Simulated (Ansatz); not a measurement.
**CH6ClFSi2: up Jacob's ladder to CCSD(T)**

Aim: compute CH6ClFSi2 with functionals from several rungs and with coupled cluster. The yardstick is the atomisation energy at the CCSD(T) limit.

The runs use Ansatz 0.2.0, Gaussian basis; functionals in def2-TZVPP, the program's frozen cores in correlated methods.

Plan: LDA (SPW92), PBE-D4, revPBE-D4, BLYP-D4, r2SCAN-D4, B97M-V, PBE0-D4, B3LYP-D4, r2SCANh-D4, r2SCAN0-D4, HSE06-D4, BHLYP-D4, CAM-B3LYP-D4, LC-ωPBE, ωB97X-V, ωB97M-V, B2PLYP, PBE-QIDH; CCSD(T)/def2-SVP; CCSD(T)/def2-TZVPP; MP2/def2-QZVPP; extrapolation to the limit; RPA on PBE.

### 1 Structure used throughout

All runs share one geometry, relaxed beforehand with PBE0-D4 in a triple-zeta def2 set.

11 atoms, charge 0, spin multiplicity 1.

Atoms are counted from 1 here; the program's logs count them from 0.

Bond lengths: F1–Si2 1.602 Å, Si2–C3 1.857 Å, Si2–H6 1.483 Å, Si2–H7 1.483 Å, C3–Si4 1.860 Å, C3–H8 1.096 Å, C3–H9 1.096 Å, Si4–Cl5 2.058 Å, Si4–H10 1.482 Å, Si4–H11 1.482 Å. Angles: F1–Si2–C3 109.1°, F1–Si2–H6 107.5°, F1–Si2–H7 107.5°, C3–Si2–H6 111.2°, C3–Si2–H7 111.1°, H6–Si2–H7 110.3°, Si2–C3–Si4 116.0°, Si2–C3–H8 108.5°, Si2–C3–H9 108.5°, Si4–C3–H8 108.0°, Si4–C3–H9 108.1°, H8–C3–H9 107.4°, C3–Si4–Cl5 109.7°, C3–Si4–H10 111.1°, C3–Si4–H11 111.1°, Cl5–Si4–H10 107.4°, Cl5–Si4–H11 107.4°, H10–Si4–H11 109.9°.

### 2 LDA

This LDA is Slater exchange with PW92 correlation.

Input file in.yaml:

```yaml
crystal:
  periodic: [false, false, false]
  atoms:
    - {symbol: F, position_ang: [-2.790409, -0.889636, 0.264569]}
    - {symbol: Si, position_ang: [-1.446065, -0.535567, -0.530686]}
    - {symbol: C, position_ang: [-0.153592, 0.021346, 0.680737]}
    - {symbol: Si, position_ang: [1.500193, 0.473533, -0.040408]}
    - {symbol: Cl, position_ang: [2.776852, 1.058731, 1.464110]}
    - {symbol: H, position_ang: [-1.770733, 0.539855, -1.499048]}
    - {symbol: H, position_ang: [-1.015554, -1.760982, -1.246767]}
    - {symbol: H, position_ang: [0.003174, -0.778389, 1.413552]}
    - {symbol: H, position_ang: [-0.537587, 0.892653, 1.223357]}
    - {symbol: H, position_ang: [1.378683, 1.608335, -0.986057]}
    - {symbol: H, position_ang: [2.120338, -0.686879, -0.722760]}
basis:
  gaussian: {orbitals: def2-TZVPP}
hamiltonian: {xc: lda}
output: {orbitals: {seedname: orbitals}}
```

The runs that follow: PBE-D4 (GGA); revPBE-D4 (GGA); BLYP-D4 (GGA); r2SCAN-D4 (meta-GGA); B97M-V (meta-GGA); PBE0-D4 (hybrid); B3LYP-D4 (hybrid); r2SCANh-D4 (hybrid); r2SCAN0-D4 (hybrid); HSE06-D4 (hybrid); BHLYP-D4 (hybrid); CAM-B3LYP-D4 (range-separated); LC-ωPBE-D4 (range-separated); ωB97X-V (range-separated); ωB97M-V (range-separated); B2PLYP (double hybrid); PBE-QIDH (double hybrid); CCSD(T) in def2-SVP; CCSD(T) in def2-TZVPP; MP2 in def2-QZVPP; RPA on PBE orbitals.

Q: Predict the results of all the runs planned. Wanted: atomisation energy, CCSD(T)/CBS; farthest beyond LDA; mean size of error, GGA; mean size of error, meta-GGA; mean size of error, hybrid; mean size of error, range-separated; mean size of error, double hybrid; gap, smallest and largest; T1 diagnostic.

The runs gave:

| quantity | value |
| --- | --- |
| atomisation energy, CCSD(T)/CBS | 917.9 kcal/mol |
| functionals within 4.6 kcal/mol (0.5 %) | PBE-D4, r2SCAN-D4, B97M-V, CAM-B3LYP-D4, ωB97X-V, ωB97M-V |
| farthest beyond LDA | BHLYP-D4 (-21.6 kcal/mol) |
| mean size of error, GGA | 13.8 kcal/mol |
| mean size of error, meta-GGA | 1.4 kcal/mol |
| mean size of error, hybrid | 11.0 kcal/mol |
| mean size of error, range-separated | 3.8 kcal/mol |
| mean size of error, double hybrid | 12.5 kcal/mol |
| gap, smallest and largest | 5.93 eV (LDA (SPW92)), 13.26 eV (LC-ωPBE) |
| T1 diagnostic | 0.0103 |
| triples share of the correlation energy | 3.4 % |

**Reading.** The LDA atomisation energy is off by 102.2 kcal/mol (11 %): it overbinds. PBE-D4 is off by -3.9 kcal/mol. Double hybrids carry the basis error of their MP2 part in triple zeta, and no dispersion term here, so their miss is partly the set-up's. The rungs meta-GGA, range-separated miss on average by less than the doubt on the reference (4.6 kcal/mol), so they tie. The reference freezes the cores and leaves out relativity and excitations past (T), so misses under about 4.6 kcal/mol can't be ranked. Hartree-Fock recovers 76 % of the binding; the rest is correlation. CCSD(T) in def2-SVP is off by -65.6 kcal/mol, more than most functionals: a good method in a small basis is no reference. The gap grows from 5.9 to 13.3 eV across the functionals, mostly with the share of exact exchange.
